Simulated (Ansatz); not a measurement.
# Cr2O3: the cost of one run

Method: DFT PBE, PAW, plane waves, scalar-relativistic, in Ansatz 0.2.0.

## 1. The starting structure

The structure is trigonal, space group R-3c (No. 167). The conventional cell has a = 4.951 Å, b = 4.951 Å, c = 13.566 Å, α = 90.00°, β = 90.00°, γ = 120.00°. Cr (site symmetry 3) has 6 O at 1.96 to 2.01 Å as nearest neighbours. O (site symmetry 2) is surrounded by 4 Cr at 1.96 to 2.01 Å.

As a file:

```cif
data_structure
_symmetry_space_group_name_H-M 'P 1'
_symmetry_Int_Tables_number 1
_cell_length_a 5.3496
_cell_length_b 5.3496
_cell_length_c 5.3496
_cell_angle_alpha 55.129
_cell_angle_beta 55.129
_cell_angle_gamma 55.129
_cell_volume 95.99
loop_
_atom_site_label
_atom_site_type_symbol
_atom_site_fract_x
_atom_site_fract_y
_atom_site_fract_z
_atom_site_occupancy
Cr1 Cr 0.34766 0.34766 0.34766 1
Cr2 Cr 0.15234 0.15234 0.15234 1
Cr3 Cr 0.65234 0.65234 0.65234 1
Cr4 Cr 0.84766 0.84766 0.84766 1
O1 O 0.55510 0.94490 0.25000 1
O2 O 0.25000 0.55510 0.94490 1
O3 O 0.94490 0.25000 0.55510 1
O4 O 0.44490 0.05510 0.75000 1
O5 O 0.75000 0.44490 0.05510 1
O6 O 0.05510 0.75000 0.44490 1
```

Atoms are counted from 1 in the order of input.yaml (O10 and so on).

First come: parallel moments, plain SCF; opposed moments +--+, plain SCF; no spin polarisation; spin on, no moments given (the program may seed its own), plain SCF; opposed moments +-+-, plain SCF. Further starts follow from what these give.

A plain SCF has the search for lower states switched off and ends at the first converged state. Ends within 0.2 meV/atom and 0.1 μB count as one state.

The total moment includes the space between the atomic spheres.

## 2. Parallel moments, plain SCF

Input file input.yaml:

```yaml
crystal:
  lattice:
    - [2.47549962, 1.42923037, 4.52187]
    - [-2.47549962, 1.42923037, 4.52187]
    - [0.0, -2.85846074, 4.52187]
  atoms:
    - { symbol: Cr, position: [0.34766, 0.34766, 0.34766], spin: 3.0 }
    - { symbol: Cr, position: [0.15234, 0.15234, 0.15234], spin: 3.0 }
    - { symbol: Cr, position: [0.65234, 0.65234, 0.65234], spin: 3.0 }
    - { symbol: Cr, position: [0.84766, 0.84766, 0.84766], spin: 3.0 }
    - { symbol: O, position: [0.5551, 0.9449, 0.25] }
    - { symbol: O, position: [0.25, 0.5551, 0.9449] }
    - { symbol: O, position: [0.9449, 0.25, 0.5551] }
    - { symbol: O, position: [0.4449, 0.0551, 0.75] }
    - { symbol: O, position: [0.75, 0.4449, 0.0551] }
    - { symbol: O, position: [0.0551, 0.75, 0.4449] }
magnetization:
  spin_polarized: true
hamiltonian:
  xc: pbe
  pseudopotentials: { kind: paw }
basis:
  ecutwfc: 420
kpoints:
  mp_grid: { grid: [4, 4, 4] }
scf:
  occupations: { method: gaussian, width: 0.03 }
  lower_state_search: "off"
output:
  forces: true
  stress: true
```

The run is started by

```console
> ansatz run input.yaml --threads 4 --pin off --max-ram 9216MiB --backend cpu --events-out ev --progress --plain --runs-dir out
```

**Question.** How long does this run take on 4 threads of Arm Neoverse V2, shared host, and how much memory does it need?

About 3.1 s, with a peak of 0.5 GiB.
